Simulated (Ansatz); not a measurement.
# CH2Os: the cost of one run

Computed with Ansatz 0.2.0 (the levels named in each step, unless a step's input says otherwise).

**1. Starting point**

Bond lengths: C1–Os2 1.777 Å, C1–H3 1.091 Å, Os2–H4 1.543 Å. Angles: C1–Os2–H4 88.3°, Os2–C1–H3 176.1°.

As a file:

```xyz
4

C    -1.5001    0.0153    0.7062
Os    0.1042    0.0025   -0.0576
H    -2.4535   -0.0088    1.2351
H     0.6597   -0.6522    1.2248
```

**2. A rough first relaxation, PBE-D4/def2-SVP**

This run stands in another session on the same molecule. It ended at:

```xyz
4

C    -1.4562    0.0083    0.7008
Os    0.0468    0.0155   -0.0599
H    -2.4356   -0.0072    1.2224
H     0.6552   -0.6599    1.2452
```

**3. Relaxation, PBE0-D4/def2-TZVPP**

File input.yaml:

```yaml
crystal:
  periodic: [false, false, false]
  atoms:
    - { symbol: C, position_ang: [-1.4561548, 0.00834856, 0.70083676] }
    - { symbol: Os, position_ang: [0.04679004, 0.01548559, -0.05994177] }
    - { symbol: H, position_ang: [-2.43555391, -0.00716239, 1.22237579] }
    - { symbol: H, position_ang: [0.65522866, -0.65989176, 1.24518923] }
magnetization:
  spin_polarized: true
  initial_magnetization: 1
total_charge: 1
basis:
  gaussian: { orbitals: def2-TZVPP }
hamiltonian:
  xc: pbe0
  dispersion: d4
relax:
  f_tol: 0.002
  max_steps: 150
```

The run is started by

```sh
ansatz run input.yaml --threads 2 --pin off --max-ram 5120MiB --backend cpu --events-out ev --progress --plain --runs-dir out
```

**Question.** How long does this run take on 2 threads of Intel Xeon at 2.50GHz (Skylake/Cascade Lake), shared host, and how much memory does it need?

About 80 s, with a peak of 0.28 GiB.
